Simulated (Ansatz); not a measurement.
# LaScF: the cost of one run

Program: Ansatz 0.2.0. Level of theory: DFT PBE, scalar-relativistic, plane waves, PAW. These are calculated values, not measurements.

## Step 1: The structure to begin with

Symmetry: P4/mmm, No. 123, tetragonal system. The conventional cell has a = 3.802 Å, b = 3.802 Å, c = 5.080 Å, α = 90.00°, β = 90.00°, γ = 90.00°. La (site symmetry 4/mmm) has 2 Sc at 2.54 Å as nearest neighbours. Around Sc (site symmetry 4/mmm) lie 2 La at 2.54 Å and 4 F at 2.69 Å. Around F (site symmetry 4/mmm) lie 4 Sc at 2.69 Å.

As a file:

```cif
data_structure
_symmetry_space_group_name_H-M 'P 1'
_symmetry_Int_Tables_number 1
_cell_length_a 3.8019
_cell_length_b 3.8019
_cell_length_c 5.0801
_cell_angle_alpha 90.000
_cell_angle_beta 90.000
_cell_angle_gamma 90.000
_cell_volume 73.43
loop_
_atom_site_label
_atom_site_type_symbol
_atom_site_fract_x
_atom_site_fract_y
_atom_site_fract_z
_atom_site_occupancy
La1 La 0.00000 0.00000 0.00000 1
Sc1 Sc 0.00000 0.00000 0.50000 1
F1 F 0.50000 0.50000 0.50000 1
```

The cell is invented: random cell by space group and Wyckoff sites (P4/mmm, No. 123). Its size is a rough estimate.

## Step 2: Probe: one point on a coarse mesh

input.yaml

```yaml
crystal:
  lattice:
    - [3.80192072, 0.0, 0.0]
    - [0.0, 3.80192072, 0.0]
    - [0.0, 0.0, 5.08007958]
  atoms:
    - { symbol: La, position: [0.0, 0.0, 0.0] }
    - { symbol: Sc, position: [0.0, 0.0, 0.5] }
    - { symbol: F, position: [0.5, 0.5, 0.5] }
basis:
  ecutwfc: 420
kpoints:
  mp_grid: { grid: [4, 4, 4] }
hamiltonian:
  xc: pbe
scf:
  occupations: { method: gaussian, width: 0.1 }
  lower_state_search: "off"
output:
  forces: true
  stress: true
  eigenvalues: true
```

The run is started by

```
$ ansatz run input.yaml --threads 1 --pin off --max-ram 2560MiB --backend cpu --events-out ev --progress --plain --runs-dir out
```

What time and memory should one allow on 1 thread of Intel Xeon at 2.50GHz (Skylake/Cascade Lake), shared host?

About 5.2 s, with a peak of 0.38 GiB.
